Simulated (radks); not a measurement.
# Hg⁶⁹⁺ in [Ne] 3s1: an all-electron calculation

An exercise on one series of results from a longer session: the logs are not shown, and one member is left open.

Method: scalar-relativistic Kohn-Sham, PBE, spin-polarised, spherical densities, finite nucleus; open shells are filled with parallel spins first. Code: radks (a radial shooting solver on a logarithmic mesh, Libxc functionals) version 1.

**The system**

```
element            : mercury (Z = 80)
charge             : +69
electrons          : 11
configuration      : [Ne] 3s1
nuclear rms radius : 5.4648 fm
```

The outer shells:

Hg⁶⁹⁺
```
[Ne] core
3s [↑ ]
```

The first run:

The run's settings:

```text
Z 80
configuration [Ne] 3s1 3p0 4s0 3d0 4f0
relativity scalar-relativistic
functional pbe,pbe
spin polarised
nucleus finite rms 5.4648 fm
c 137.035999084
```

One table of the session follows, with a row left open; its other results are not shown here.

It belongs to the step «Shells». From the orbitals of this run (lengths in bohr):

```
  level      <r>  outermost maximum (interpolated)  90 % within  nodes
  1s up  0.01658                            0.0102       0.0303      0
1s down  0.01658                            0.0102       0.0303      0
  2s up  0.06897                            0.0587        0.107      1
2s down  0.06895                            0.0587        0.107      1
  2p up  0.06216                            0.0486        0.101      0
2p down  0.06214                            0.0486        0.101      0
  3s up   0.1653                             0.157        0.240      2
3s down   0.1651                             0.157        0.240      2
  3p up   0.1630                             0.155        0.241      1
3p down   0.1628                             0.154        0.241      1
  3d up   0.1437                             0.122        0.218      0
3d down        ?                                 ?            ?      ?
  4s up   0.3045                             0.309        0.429      3
  4f up   0.2538                             0.225        0.367      0
```

Estimate the missing values for 3d down.

As computed: <r>: 0.1434; outermost maximum (interpolated): 0.122; 90 % within: 0.217; nodes: 0. In the column «<r>» it lies between 2s up (0.06897) and 3d up (0.1437).
